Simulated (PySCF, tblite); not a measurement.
# Si₂P₄H₈: geometry, infrared bands and NMR shifts

Wanted: the infrared bands and NMR shifts of Si₂P₄H₈ (`[SiH3]P1PPP1[SiH3]`), by calculation.

The runs use tblite 0.8.0 and PySCF 2.14.0, with density-fitted response routines of our own; the level of theory stands in each step. All values are computed, except where a source is named. Atoms are numbered from 0 throughout.

## 1. The molecule as given

14 atoms, charge 0, multiplicity 1; geometry from: force field or distance geometry start.

Bonds of the start (Å): Si0–P1 2.22, P1–P2 2.30, P2–P3 2.31, P3–P4 2.28, P4–Si5 2.22, P4–P1 2.29, Si0–H6 1.48, Si0–H7 1.48, Si0–H8 1.49, P2–H9 1.41, P3–H10 1.41, Si5–H11 1.48, Si5–H12 1.49, Si5–H13 1.49.

## 2. Relaxing the molecule with GFN2-xTB

Job settings and geometry (Å):

```
{"job": {"kind": "relax", "xc": "GFN2-xTB", "basis": "xTB"}, "charge": 0, "multiplicity": 1}
Si     2.314500     1.030300    -0.636900
P      0.568100    -0.307900    -0.965000
P      1.314100    -2.210500     0.100200
P     -0.904500    -2.275800     0.733700
P     -0.543500    -0.043200     1.023500
Si    -2.474300     0.778900     0.286600
H      2.868000     0.847700     0.723000
H      3.359200     0.739200    -1.640800
H      1.862200     2.436800    -0.792400
H      1.809700    -1.632000     1.290700
H     -1.468400    -2.273400    -0.559500
H     -2.949400     0.015700    -0.893200
H     -3.486700     0.691200     1.381400
H     -2.269900     2.202400    -0.088400
```

Launch:

```console
OMP_NUM_THREADS=1 python probes_run.py task.json out
```

The driver reads the jobs from task.json and runs them one after another.

**Question.** This job is followed by: GFN2-xTB harmonic vibrations, gas phase; GIAO PBE0/pcSseg-1 NMR shielding, non-relativistic, gas phase. Predict these results of the whole session: strongest single infrared mode (GFN2-xTB); zero-point energy (GFN2-xTB); 1H shifts against TMS (PBE0/pcSseg-1, means over atoms taken as alike); 29Si shifts against TMS (PBE0/pcSseg-1, means over atoms taken as alike); 31P shifts against H3PO4 (PBE0/pcSseg-1, means over atoms taken as alike); surface potential, 1st and 99th percentile.

As calculated:

| quantity | value |
| --- | --- |
| strongest single infrared mode (GFN2-xTB) | 728 cm⁻¹, 1054 km/mol |
| zero-point energy (GFN2-xTB) | 43.9 kcal/mol |
| 1H shifts against TMS (PBE0/pcSseg-1, means over atoms taken as alike) | 5.00, 4.70 ppm |
| 29Si shifts against TMS (PBE0/pcSseg-1, means over atoms taken as alike) | -64.7 ppm |
| 31P shifts against H3PO4 (PBE0/pcSseg-1, means over atoms taken as alike) | -169.4, -190.5 ppm |
| surface potential, 1st and 99th percentile | -0.88 V and 1.24 V |

In words: Over 123 steps the energy fell by 0.542 eV; of the close pairs, P2–P3 changed most, 2.308 to 2.188 Å. No mode is imaginary among the 36: a minimum at this level. GFN2-xTB is a fitted tight-binding method: band positions and strengths are rough. Its intensities can rank the bands wrongly. At PBE0/pcSseg-1: The largest span, 320 ppm, is at P1, P4, where the paramagnetic term is -459 ppm. By nearest atom (PBE0/pcSseg-1), the HOMO sits on 4 P atoms about 20 % each and the LUMO on 4 P atoms about 19 % each.
